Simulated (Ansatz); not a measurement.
**Co (sc type): a single-point run**

Aim: a sound single-point run of Co (sc type).

Method: DFT, LDA, PAW with Ansatz's default frozen-core files, scalar-relativistic, in Ansatz 0.2.0.

2 further runs of the same task are left out: 1 that didn't finish, 1 set aside as unsound or not needed. Runs told in other sessions of the task aren't counted.

## (1) The structure to begin with

Symmetry: Pm-3m, No. 221, cubic system. The conventional cell has a = 1.848 Å, b = 1.848 Å, c = 1.848 Å, α = 90.00°, β = 90.00°, γ = 90.00°. Co (site symmetry m-3m) is surrounded by 6 Co at 1.85 Å.

Coordinates:

```xyz
1
Lattice="1.8479 0.0000 0.0000 0.0000 1.8479 0.0000 0.0000 0.0000 1.8479" Properties=species:S:1:pos:R:3 pbc="T T T"
Co    0.0000    0.0000    0.0000
```

## (2) The run

input.yaml reads:

```yaml
crystal:
  lattice:
    - [1.847919393, 0.0, 0.0]
    - [0.0, 1.847919393, 0.0]
    - [0.0, 0.0, 1.847919393]
  atoms:
    - { symbol: Co, position: [0.0, 0.0, 0.0], spin: 1.7 }
magnetization:
  spin_polarized: true
kpoints:
  mp_grid: { grid: [17, 17, 17] }
scf:
  occupations: { method: fermi_dirac, width: 0.05 }
  mixing: { algorithm: anderson, beta: 0.005, ndim: 1 }
  max_iter: 75
hamiltonian:
  xc: lda
  pseudopotentials: { kind: paw }
output:
  forces: true
  stress: true
  eigenvalues: true
  populations: true
```

On the command line:

```sh
> ansatz run input.yaml --threads 1 --pin off --max-ram 3072MiB --backend cpu --events-out ev --progress --plain --runs-dir out
```

**Question.** How will this run end, and is anything wrong with its input?

This run ends as converged, with warnings (seeded moment not kept, stability check not made). It gives a pressure of 447 GPa, which is large; a structure far from rest gives such values too, whatever the setting.

In the input, scf.mixing.algorithm is anderson; scf.mixing.beta is 0.005; scf.mixing.ndim is 1. The risk: mixing too weak. The residual crept for many cycles and then fell at once, which so weak a step can't do by itself: the program changed its mixing. Several mixing settings were changed at once, so this run can't tell how much each is to blame.

The test: delete scf.mixing.algorithm, scf.mixing.beta and scf.mixing.ndim (the default then holds).
